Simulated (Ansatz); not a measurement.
# HPbNO4 (P1) in Ansatz: a series of runs

One crystal, HPbNO4, is run at these levels: PBE; tasks: Born charges and dielectric tensor, optical spectrum.

All numbers are computed with Ansatz 0.2.0; they aren't measurements. Logs are shortened: lines on timing, memory, paths and dates and some standing lists are left out, and cuts for length are marked.

**1. The structure**

The typed cell holds 14 atoms: a = 4.120 Å, b = 6.427 Å, c = 8.387 Å, α = 67.04°, β = 89.96°, γ = 89.98°.

The cell was built by a generator and needn't be a form met in nature.

**2. Born charges and dielectric tensor, PBE**

Input file input.yaml:

```yaml
crystal:
  lattice:
    - [4.1204, -0.00081, -0.0112]
    - [0.00404, 6.42722, 0.0536]
    - [0.02791, 3.20707, 7.74994]
  atoms:
    - { symbol: H, position: [0.90366, 0.21821, 0.48851] }
    - { symbol: H, position: [0.40337, 0.78177, 0.51142] }
    - { symbol: Pb, position: [0.39455, 0.30863, 0.70725] }
    - { symbol: Pb, position: [0.89489, 0.69135, 0.29266] }
    - { symbol: "N", position: [0.63409, 0.1999, 0.2073] }
    - { symbol: "N", position: [0.13386, 0.80012, 0.79275] }
    - { symbol: O, position: [0.90829, 0.32866, 0.54369] }
    - { symbol: O, position: [0.53792, 0.39076, 0.19497] }
    - { symbol: O, position: [0.53483, 0.11279, 0.10602] }
    - { symbol: O, position: [0.83718, 0.08887, 0.32672] }
    - { symbol: O, position: [0.40817, 0.67132, 0.45624] }
    - { symbol: O, position: [0.03774, 0.60924, 0.8052] }
    - { symbol: O, position: [0.03429, 0.88737, 0.89397] }
    - { symbol: O, position: [0.33716, 0.91101, 0.6733] }
hamiltonian:
  xc: pbe
  pseudopotentials: { kind: paw }
kpoints:
  mp_grid: { grid: [5, 4, 3] }
scf:
  occupations: { method: fixed }
output:
  eigenvalues: true
dielectric:
  method: response
```

Potentials or basis: Ansatz PAW.

Run with:

```bash
$ ansatz run input.yaml --threads 8 --pin off --max-ram 20480MiB --backend cpu --events-out ev --progress --plain --runs-dir out
```

The log of the run:

```text
Warning: RAYON_NUM_THREADS=8 ignored (pool sized by the plan → 8); use --threads N
Engine: ansatz 0.2.0, x86_64-unknown-linux-gnu
Pseudopotentials: kind: paw
Pseudopotential: H, paw, valence charge 1, recommended cutoff 420 eV (normal), H.paw.azcp
Pseudopotential: Pb, paw, valence charge 14, recommended cutoff 420 eV (normal), Pb.paw.azcp
Pseudopotential: N, paw, valence charge 5, recommended cutoff 420 eV (normal), N.paw.azcp
Pseudopotential: O, paw, valence charge 6, recommended cutoff 420 eV (normal), O.paw.azcp
Functional definition: PBE
  parameter kappa = 0.804
  parameter beta = 0.06672455060314922
  exchange = pbe_x(kappa = kappa, mu = beta*pi^2/3)
  correlation = pbe_c(beta = beta)
Crystal: 14 atoms, lattice volume = 204.533 Å³
Basis set: ecut = 420 eV, 4001 PW (Γ), exchange–correlation on 60×90×120 points (8 copies of the dense FFT grid, shifted against one another)
Bands: 58, of which v1, the nominal top of the filled ones, is band 44 counted from 1 (43 counted from 0)
Symmetry: 1 space group operations
k-points: 31 of 60 (time reversal used)
Non-local potential: H, projectors of the file, l = 0: 2, l = 1: 1
Non-local potential: Pb, projectors of the file, l = 0: 2, l = 1: 2, l = 2: 2, l = 3: 2
Non-local potential: N, projectors of the file, l = 0: 2, l = 1: 2, l = 2: 1
Non-local potential: O, projectors of the file, l = 0: 2, l = 1: 2, l = 2: 1
PAW form: soft (Blöchl's): semilocal exchange-correlation on the pseudo side does not see the compensation charge
PAW one-centre angular grid: H, 110 points (default); XC on 64 Gauss nodes
PAW one-centre angular grid: Pb, 590 points (default); XC on 64 Gauss nodes
PAW one-centre angular grid: N, 110 points (default); XC on 64 Gauss nodes
PAW one-centre angular grid: O, 110 points (default); XC on 64 Gauss nodes
Initial density: superposition of atomic densities (neutral atoms: chi_scale 0, normalization atom), corrected by the library's trained network
Initial wavefunctions: pseudopotential atomic-orbital guess
Functional: x = pbe(κ = 0.804, μ = 0.2195149727645171), c = pbe(β = 0.06672455060314922)
SCF iter   1: F=—  HF=-29143.295012 eV  |F-HF|=—  |Δ(HF+E_count)|=         —  Δρ=3.27e-3  dr2=2.43e-2  ethr=1.77e-3  ⟨swp⟩=4.9  Hψ=6612  notcnv=0  defer=372
preconditioner: auto → Resta (q_TF=auto, 2.371 Å⁻¹)  ε∞=3.2  [insulator: Δε(μ)=3.372 eV  Ē_g=16.520 eV  n_scr=48 (ndim 8)  ℏωp=24.4 eV  f_vac=0.184  ε∞_Penn≈3.2]
SCF iter   2: F=—  HF=-29143.290451 eV  |F-HF|=—  |Δ(HF+E_count)|=   4.56e-3  Δρ=1.87e-3  dr2=5.02e-3  ethr=2.76e-5  ⟨swp⟩=2.0  Hψ=2852  notcnv=0  defer=372
SCF iter   3: F=—  HF=-29143.290111 eV  |F-HF|=—  |Δ(HF+E_count)|=   3.40e-4  Δρ=9.35e-4  dr2=2.02e-3  ethr=5.70e-6  ⟨swp⟩=2.0  Hψ=2977  notcnv=0  defer=372
SCF iter   4: F=—  HF=-29143.290059 eV  |F-HF|=—  |Δ(HF+E_count)|=   5.16e-5  Δρ=3.19e-4  dr2=2.34e-4  ethr=2.29e-6  ⟨swp⟩=2.0  Hψ=2334  notcnv=0  defer=372
SCF iter   5: F=—  HF=-29143.290063 eV  |F-HF|=—  |Δ(HF+E_count)|=   3.75e-6  Δρ=1.41e-4  dr2=3.21e-5  ethr=2.66e-7  ⟨swp⟩=2.0  Hψ=2912  notcnv=0  defer=274
SCF iter   6: F=—  HF=-29143.290071 eV  |F-HF|=—  |Δ(HF+E_count)|=   7.36e-6  Δρ=6.27e-5  dr2=5.55e-6  ethr=3.65e-8  ⟨swp⟩=2.0  Hψ=2791  notcnv=0  defer=191
SCF iter   7: F=—  HF=-29143.290075 eV  |F-HF|=—  |Δ(HF+E_count)|=   4.22e-6  Δρ=2.35e-5  dr2=1.06e-6  ethr=6.30e-9  ⟨swp⟩=2.0  Hψ=2853  notcnv=0  defer=185
SCF iter   8: F=—  HF=-29143.290075 eV  |F-HF|=—  |Δ(HF+E_count)|=   2.60e-7  Δρ=1.03e-5  dr2=2.25e-7  ethr=1.20e-9  ⟨swp⟩=2.0  Hψ=2853  notcnv=0  defer=185
SCF iter   9: F=—  HF=-29143.290075 eV  |F-HF|=—  |Δ(HF+E_count)|=   8.59e-8  Δρ=2.89e-6  dr2=1.96e-8  ethr=2.55e-10  ⟨swp⟩=2.0  Hψ=2249  notcnv=0  defer=185
SCF iter  10: F=—  HF=-29143.290075 eV  |F-HF|=—  |Δ(HF+E_count)|=   3.00e-8  Δρ=1.47e-6  dr2=4.24e-9  ethr=2.23e-11  ⟨swp⟩=2.0  Hψ=2977  notcnv=0  defer=185
SCF iter  11: F=—  HF=-29143.290075 eV  |F-HF|=—  |Δ(HF+E_count)|=   1.47e-9  Δρ=4.16e-7  dr2=3.12e-10  ethr=4.82e-12  ⟨swp⟩=2.0  Hψ=2841  notcnv=0  defer=185
SCF iter  12: F=-29143.290075 eV  HF=-29143.290075 eV  |F-HF|=4.00e-11  |Δ(HF+E_count)|=  4.11e-10  Δρ=1.25e-7  dr2=2.94e-11  ethr=1.00e-12  ⟨swp⟩=14.4  Hψ=8542  notcnv=0
SCF 1 converged in 12 iterations: F = -29143.290075 eV  dr2 = 2.94e-11
NSCF: frozen V_eff on 6 k-points
DFPT response loops at Γ: preconditioner auto → none (the input reference at scf.mixing.eps_inf says where Resta's filter doesn't serve); β = 0.50; Broyden in place of MSR1
── the response to a field inside a basis, on 6×4×4 k-points: an SCF that follows is theirs, and a resumed run solves both again ──
Bands: 45, of which v1, the nominal top of the filled ones, is band 44 counted from 1 (43 counted from 0)
k-points: 48 of 96 (time reversal used)
Initial density: handed on by an earlier stage of this run
Initial wavefunctions: pseudopotential atomic-orbital guess (no wavefunctions were taken with the density)
Eigensolver: Dense (48 Hₖ)
SCF iter   1: F=—  HF=-29143.072650 eV  |F-HF|=—  |Δ(HF+E_count)|=         —  Δρ=5.29e-4  dr2=1.40e-4  ethr=1.00e-1
preconditioner: auto → Resta (q_TF=auto, 2.371 Å⁻¹)  ε∞=4.5  [insulator: Δε(μ)=3.302 eV  Ē_g=12.996 eV  n_scr=48 (ndim 8)  ℏωp=24.4 eV  f_vac=0.184  ε∞_Penn≈4.5]
SCF iter   2: F=—  HF=-29143.072797 eV  |F-HF|=—  |Δ(HF+E_count)|=   1.46e-4  Δρ=2.76e-4  dr2=4.55e-5  ethr=1.59e-7
SCF iter   3: F=—  HF=-29143.072863 eV  |F-HF|=—  |Δ(HF+E_count)|=   6.66e-5  Δρ=9.56e-5  dr2=1.33e-5  ethr=5.17e-8
SCF iter   4: F=—  HF=-29143.072862 eV  |F-HF|=—  |Δ(HF+E_count)|=   1.87e-6  Δρ=1.61e-5  dr2=4.90e-7  ethr=1.51e-8
SCF iter   5: F=—  HF=-29143.072862 eV  |F-HF|=—  |Δ(HF+E_count)|=   3.58e-7  Δρ=7.26e-6  dr2=1.06e-7  ethr=5.57e-10
SCF iter   6: F=-29143.072862 eV  HF=-29143.072862 eV  |F-HF|=3.53e-8  |Δ(HF+E_count)|=   6.07e-8  Δρ=5.51e-6  dr2=5.76e-8  ethr=1.21e-10
SCF 1 converged in 6 iterations: F = -29143.072862 eV  dr2 = 5.76e-8
DFPT response loops at Γ: mixed as the last ones told, above
SCF converged after 12 iterations
Free energy (F): -29143.290075 eV
Harris-Foulkes:  -29143.290075 eV  (|F-HF|=4.00e-11)
Internal energy: -29143.290075 eV  (E = F + TS)
E sigma→0 (E₀):  -29143.290075 eV
Fermi energy:    2.813275 eV
--- Per-component energies (eV) ---
  E_band       = -597.022522
  E_kinetic    = 2255.531548
  E_local      = -7258.143109  (includes V_loc(G=0)·N_el)
  E_nonlocal   = 1180.129568
  E_hartree    = 2695.002852
  E_xc         = -1161.686429
  E_vxc        = -1181.934630  (∫ρ·V_xc dr)
  E_paw        = -22323.945279  (= ΣΔE_a)
  E_vpaw       = -982.628749  (= ΣTr[D̂ρ^β])
  E_aug_tail   = 0.017240  (compensation charges beyond the density's cutoff)
  E_ewald      = -4530.196466
  E_smearing   = -0.000000  (= −TS)
  E_closure    = 0.000000  (closes the sum)
  Σ components = -29143.290075   (vs F -29143.290075, Δ=0.00e0)
--- Band table (eV; the first three rows and the last of 31) ---
  k-point 0: bands = ["-22.6345", "-22.6208", "-17.3052", "-17.2952", "-17.0069", "-16.9604", "-15.1998", "-14.9577", "-12.2961", "-12.2868", "-12.2789", "-12.2691", "-12.2518", "-12.2440", "-12.2404", "-12.2324", "-12.1871", "-11.9796", "-6.8515", "-6.6527", "-4.9431", "-4.5966", "-4.5511", "-4.5123", "-4.2846", "-4.2277", "-3.4867", "-3.3571", "-1.7112", "-0.7303", "-0.2286", "0.2142", "0.5654", "0.9142", "1.0098", "1.0586", "1.1147", "1.2243", "1.2395", "1.3854", "1.5395", "2.5261", "2.6087", "2.6575", "6.2029", "6.3774", "7.3821", "7.5748", "8.6907", "8.9010", "9.0816", "9.7075", "9.9752", "11.3569", "11.7159", "12.4037", "13.1377", "13.3671"]
  k-point 1: bands = ["-22.6315", "-22.6238", "-17.3063", "-17.2941", "-16.9997", "-16.9682", "-15.1987", "-14.9576", "-12.2971", "-12.2866", "-12.2790", "-12.2682", "-12.2508", "-12.2439", "-12.2406", "-12.2327", "-12.1872", "-11.9796", "-6.8803", "-6.6458", "-4.9291", "-4.6194", "-4.5881", "-4.4566", "-4.2677", "-4.2100", "-3.4346", "-3.3502", "-1.7433", "-0.9229", "-0.2022", "0.2269", "0.5032", "0.8818", "0.9464", "1.1521", "1.1711", "1.2715", "1.3479", "1.4217", "1.5498", "2.4260", "2.5200", "2.7679", "6.2988", "6.3941", "7.3448", "7.4541", "8.2806", "8.9001", "9.3164", "9.9652", "10.1984", "11.1421", "12.0042", "12.3286", "13.0425", "13.1611"]
  k-point 2: bands = ["-22.6321", "-22.6224", "-17.3071", "-17.2973", "-17.0039", "-16.9636", "-15.2025", "-14.9543", "-12.2968", "-12.2875", "-12.2815", "-12.2691", "-12.2521", "-12.2425", "-12.2382", "-12.2326", "-12.1875", "-11.9801", "-6.7936", "-6.6188", "-4.8970", "-4.6172", "-4.6056", "-4.5147", "-4.3437", "-4.1683", "-3.6020", "-3.4168", "-1.6516", "-1.0343", "0.0131", "0.2801", "0.7331", "0.8978", "0.9363", "1.1296", "1.1555", "1.2244", "1.3048", "1.4373", "1.5123", "2.4598", "2.5467", "2.6689", "6.2590", "6.4249", "7.2044", "7.5026", "8.2666", "8.6105", "9.3150", "9.8870", "10.2344", "11.3743", "11.9528", "12.6199", "13.0154", "13.4585"]
  k-point 30: bands = ["-22.6128", "-22.6095", "-17.2970", "-17.2929", "-17.0154", "-17.0033", "-15.1070", "-15.0316", "-12.2840", "-12.2747", "-12.2687", "-12.2581", "-12.2555", "-12.2459", "-12.1996", "-12.1966", "-12.0726", "-11.9914", "-6.6928", "-6.6279", "-4.8589", "-4.8186", "-4.6294", "-4.5481", "-4.3306", "-4.2646", "-3.5104", "-3.4477", "-2.2853", "-1.9760", "0.1729", "0.3779", "0.6994", "0.7669", "0.9740", "1.0960", "1.1801", "1.2708", "1.5315", "1.5866", "2.0825", "2.1348", "2.6431", "2.7387", "6.1270", "6.2417", "7.4147", "7.6090", "8.4045", "8.7118", "9.0116", "9.3776", "11.0709", "11.5925", "12.4163", "12.6125", "12.9035", "13.2849"]
--- Dielectric response (ions clamped): 3 representative field directions + reference, inside a basis on a mesh of 96 k-points (Σ response iterations 24) ---
  ε∞ (high-frequency dielectric tensor):
        3.032211     0.000306    -0.000212
        0.000306     3.494898     0.022550
       -0.000212     0.022550     2.940602
  Born effective charges Z* (e; rows j = field, columns β = displacement):
    site 0:
         0.08955    0.16368    0.11200
         0.05289    0.75256    0.38894
         0.07889    0.37992    0.51290
    site 1:
         0.08827   -0.16009   -0.11264
        -0.04881    0.75341    0.38970
        -0.07831    0.38154    0.51491
    site 2:
         3.05594    0.12720    0.14992
        -0.04080    3.07589   -0.25893
        -0.04720   -0.40553    2.48699
    site 3:
         3.05477   -0.13021   -0.14899
         0.03823    3.07401   -0.25779
         0.04508   -0.40486    2.48835
    site 4:
         0.97155   -0.21844    0.98729
        -0.93763    3.22502   -0.02197
         1.15758    0.60745    1.66258
    site 5:
         0.96283    0.22260   -0.98441
         0.93789    3.22537   -0.02625
        -1.15346    0.60622    1.67578
    site 6:
        -2.12401   -0.16029   -0.16470
         0.00354   -1.30535    0.17965
        -0.09294    0.16287   -1.60824
    site 7:
        -0.54886    0.17153   -0.08993
         0.48451   -2.58104    0.11004
        -0.16338   -0.19849   -0.48396
    site 8:
        -0.55261   -0.18132   -0.46190
        -0.10707   -1.64108   -0.59825
        -0.43321   -0.57164   -1.36469
    site 9:
        -0.89414    0.18525   -0.61855
         0.52224   -1.52666    0.20139
        -0.80777    0.02711   -1.20663
    site 10:
        -2.12126    0.16080    0.16608
        -0.00267   -1.30600    0.18059
         0.09592    0.16014   -1.61010
    site 11:
        -0.54649   -0.17353    0.08933
        -0.48371   -2.57998    0.11121
         0.16398   -0.19683   -0.48450
    site 12:
        -0.54745    0.17836    0.45747
         0.10340   -1.64140   -0.60042
         0.42639   -0.57433   -1.36780
    site 13:
        -0.88809   -0.18553    0.61904
        -0.52202   -1.52475    0.20209
         0.80841    0.02645   -1.21559
  Z* charge neutrality: 2.254e-2 e pre-enforcement
  solved inside a basis spanned on kpoints, on 6×4×4 k-points, its susceptibility summed on 10×8×6: ε∞ is read to err by 1.8e-2, Z* by 2.0e-2 e (field_mesh: kpoints solves on kpoints); Z* is corrected for what the basis lacks
```

Wall time 49 s (8 threads of INTEL XEON PLATINUM 8581C at 2.30GHz (Emerald Rapids), shared host); peak memory 2.3 GiB.

Results:

```yaml
Free_energy: -29143.2901 eV
Band_gap_on_the_k_mesh: 3.31 eV, indirect (least direct gap 3.39 eV)
Electronic_dielectric_tensor_diagonal: 3.03, 3.49, 2.94
Born_charges_mean_of_the_diagonal: H +0.45; Pb +2.87; N +1.95; O -1.68, -1.20, -1.19, -1.21 e
```

Electronic dielectric tensor:
```
3.03 0.00 0.00
0.00 3.49 0.02
0.00 0.02 2.94
```

Born effective charge tensors (e):
atom 1, H
```
0.09 0.16 0.11
0.05 0.75 0.39
0.08 0.38 0.51
```
atom 2, H
```
 0.09 -0.16 -0.11
-0.05  0.75  0.39
-0.08  0.38  0.51
```
atom 3, Pb
```
 3.06  0.13  0.15
-0.04  3.08 -0.26
-0.05 -0.41  2.49
```
atom 4, Pb
```
 3.05 -0.13 -0.15
 0.04  3.07 -0.26
 0.05 -0.40  2.49
```
atom 5, N
```
 0.97 -0.22  0.99
-0.94  3.23 -0.02
 1.16  0.61  1.66
```
atom 6, N
```
 0.96  0.22 -0.98
 0.94  3.23 -0.03
-1.15  0.61  1.68
```
atom 7, O
```
-2.12 -0.16 -0.16
 0.00 -1.31  0.18
-0.09  0.16 -1.61
```
atom 8, O
```
-0.55  0.17 -0.09
 0.48 -2.58  0.11
-0.16 -0.20 -0.48
```
atom 9, O
```
-0.55 -0.18 -0.46
-0.11 -1.64 -0.60
-0.43 -0.57 -1.36
```
atom 10, O
```
-0.89  0.19 -0.62
 0.52 -1.53  0.20
-0.81  0.03 -1.21
```
atom 11, O
```
-2.12  0.16  0.17
 0.00 -1.31  0.18
 0.10  0.16 -1.61
```
atom 12, O
```
-0.55 -0.17  0.09
-0.48 -2.58  0.11
 0.16 -0.20 -0.48
```
atom 13, O
```
-0.55  0.18  0.46
 0.10 -1.64 -0.60
 0.43 -0.57 -1.37
```
atom 14, O
```
-0.89 -0.19  0.62
-0.52 -1.52  0.20
 0.81  0.03 -1.22
```

Caveat: odd divisions of the mesh miss points on the zone boundary, where band edges often lie, so the gap on the mesh can be too wide; spin-orbit coupling is left out, which as a rule narrows the gap of such compounds by several tenths of an eV. A k mesh can miss the band edges.

[end of part 1 of 2]
